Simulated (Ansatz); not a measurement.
# CH6AlFSi (SMILES C[SiH2][AlH][F]) at CCSD(T)/6-31G(d) (spherical functions)

Aim: the vertical singlet–triplet gap of CH6AlFSi at CCSD(T)/6-31G* (spherical functions), from 2 runs. 

Program for the calculation: Ansatz 0.2.0.

128 further runs of the same task are left out: 128 set aside as unsound or not needed.

## Step 1: The molecule

The species is CH6AlFSi (10 atoms), meant as a singlet with charge 0. As SMILES, `C[SiH2][AlH][F]`. The coordinates come from a PBE0-D4/def2-TZVP relaxation. This is one conformer, not always the lowest.

Bond lengths: C1–Si2 1.882 Å, Si2–Al3 2.453 Å, Al3–F4 1.655 Å, C1–H5 1.092 Å, C1–H6 1.092 Å, C1–H7 1.092 Å, Si2–H8 1.493 Å, Si2–H9 1.493 Å, Al3–H10 1.586 Å. Some angles: C1–Si2–Al3 113.1°, Si2–Al3–F4 117.3°, C1–Si2–H8 109.7°, C1–Si2–H9 109.6°, Al3–Si2–H8 109.0°, Al3–Si2–H9 108.9°, Si2–C1–H5 110.6°, Si2–C1–H6 111.0°, Si2–C1–H7 111.0°, Si2–Al3–H10 127.4°.

## Step 2: The energy at CCSD(T)/6-31G(d) (spherical functions)

File run.yaml:

```yaml
crystal:
  periodic: [false, false, false]
  atoms:
    - {symbol: C, position_ang: [0.209300, 1.522100, -0.549700]}
    - {symbol: Si, position_ang: [-0.487300, 0.185700, 0.578100]}
    - {symbol: Al, position_ang: [0.320500, -2.061900, 0.018500]}
    - {symbol: F, position_ang: [-0.271300, -3.324400, 0.910100]}
    - {symbol: H, position_ang: [-0.171000, 2.504900, -0.262800]}
    - {symbol: H, position_ang: [-0.069900, 1.340800, -1.589900]}
    - {symbol: H, position_ang: [1.299800, 1.551100, -0.495300]}
    - {symbol: H, position_ang: [-1.978700, 0.198000, 0.509600]}
    - {symbol: H, position_ang: [-0.129200, 0.490400, 1.995500]}
    - {symbol: H, position_ang: [1.361100, -2.457900, -1.111000]}
basis:
  gaussian: {orbitals: 6-31G_st_-spherical.json}
correlation: {method: ccsd_t, frozen_orbitals: {Al: 5, C: 1, F: 1, H: 0, Si: 5}}
accuracy: high
scf: {omitted_lower_state_checks: [cluster_reference, increment]}
```

The basis set 6-31G* is read from a file made from the Basis Set Exchange's data (not shown).

Started as:

```sh
$ ansatz run run.yaml --threads 1 --pin off --max-ram 3480MiB --events-out events.jsonl --progress --plain --runs-dir runs
```

Standard output, shortened:

```text
Warning: RAYON_NUM_THREADS=1 ignored (pool sized by the plan → 1); use --threads N
Functional definition: HF
  name "HF"
[...]
1733 factors; integrals over basis functions are off by at most 7.2e-9 eV
[...]
mean field -18277.54885451 eV, -671.6875314356 hartree, gradient 2.7e-8 eV, S^2 0.000000; 0 other end points of the search recorded, 0 dependent functions left out
12 core orbitals not correlated: weight in the atoms' cores, before any rotation towards them, 1.000 or more for the frozen orbitals, at most 0.000 for the correlated occupied ones
reference -18277.54885451 eV, -671.6875314356 hartree; 12, 12 occupied and 52, 52 virtual orbitals, 1733 factors
second order -11.77955116 eV of doubles, -0.00000000 eV of singles
cycle   1  -12.46867890 eV  change   -6.9e-1 eV  update   9.8e-2
[...]
cycle  21  -12.97507058 eV  change  -3.0e-10 eV  update   1.3e-9
perturbative correction -0.28499417 eV, -0.0104733427 hartree
Total energy: -18290.80891926 eV, -672.1748298274 hartree
Checks for a lower state left out: cluster_reference, increment
```

It took 11 s on 1 thread of Arm Neoverse V1, shared host; peak memory 0.34 GiB.

## Step 3: The triplet

File molecule.yaml:

```yaml
crystal:
  periodic: [false, false, false]
  atoms:
    - symbol: C
      position_ang: [0.209300, 1.522100, -0.549700]
    - symbol: Si
      position_ang: [-0.487300, 0.185700, 0.578100]
    - symbol: Al
      position_ang: [0.320500, -2.061900, 0.018500]
    - symbol: F
      position_ang: [-0.271300, -3.324400, 0.910100]
    - symbol: H
      position_ang: [-0.171000, 2.504900, -0.262800]
    - symbol: H
      position_ang: [-0.069900, 1.340800, -1.589900]
    - symbol: H
      position_ang: [1.299800, 1.551100, -0.495300]
    - symbol: H
      position_ang: [-1.978700, 0.198000, 0.509600]
    - symbol: H
      position_ang: [-0.129200, 0.490400, 1.995500]
    - symbol: H
      position_ang: [1.361100, -2.457900, -1.111000]
basis:
  gaussian:
    orbitals: 6-31G_st_-spherical.json
magnetization:
  spin_polarized: true
  initial_magnetization: 2
correlation:
  method: ccsd_t
  frozen_orbitals: {Al: 5, C: 1, F: 1, H: 0, Si: 5}
accuracy: high
scf:
  omitted_lower_state_checks: [cluster_reference, increment]
```

The basis set 6-31G* is read from a file made from the Basis Set Exchange's data (not shown).

Started as:

```sh
$ ansatz run molecule.yaml --threads 1 --pin off --max-ram 3480MiB --events-out events.jsonl --progress --plain --runs-dir runs
```

Standard output, shortened:

```text
Warning: RAYON_NUM_THREADS=1 ignored (pool sized by the plan → 1); use --threads N
[... 2 set-up lines as earlier in the session ...]
[...]
1732 factors; integrals over basis functions are off by at most 7.2e-9 eV
[...]
mean field -18273.39723679 eV, -671.5349622987 hartree, gradient 8.0e-8 eV, S^2 2.005069; 2 other end points of the search recorded, 0 dependent functions left out
12 core orbitals not correlated: weight in the atoms' cores, before any rotation towards them, 1.000 or more for the frozen orbitals, at most 0.000 for the correlated occupied ones
reference -18273.39723679 eV, -671.5349622987 hartree; 13, 11 occupied and 51, 53 virtual orbitals, 1732 factors
second order -11.54410865 eV of doubles, -0.00000000 eV of singles
cycle   1  -12.23610097 eV  change   -6.9e-1 eV  update   1.1e-1
[...]
cycle  29  -12.82937148 eV  change   5.3e-10 eV  update   2.8e-9
perturbative correction -0.30620890 eV, -0.0112529696 hartree
Total energy: -18286.53281718 eV, -672.0176859741 hartree
Checks for a lower state left out: cluster_reference, increment
```

Wall time 43 s (1 thread of Arm Neoverse V1, shared host); peak memory 0.58 GiB.

## Step 4: Summary of results

At CCSD(T)/6-31G* (spherical functions), 12 core orbitals frozen:

```
                                             quantity          value
                                singlet: total energy  -672.17483 Eh
singlet: correlation energy (12 core orbitals frozen)     -487.3 mEh
                              singlet: (T) correction     -10.47 mEh
                               singlet: T1 diagnostic          0.014
                                triplet: total energy  -672.01769 Eh
triplet: correlation energy (12 core orbitals frozen)     -482.7 mEh
                              triplet: (T) correction     -11.25 mEh
           triplet: ⟨S²⟩ of the reference determinant          2.005
                               triplet: T1 diagnostic          0.025
     vertical energy of the triplet above the singlet       4.276 eV
```

What this shows: At this shape the triplet lies 4.28 eV (99 kcal/mol) above the singlet. The triples (singlet) make up 2.1 % of the correlation energy. The triples (triplet) make up 2.3 % of the correlation energy.
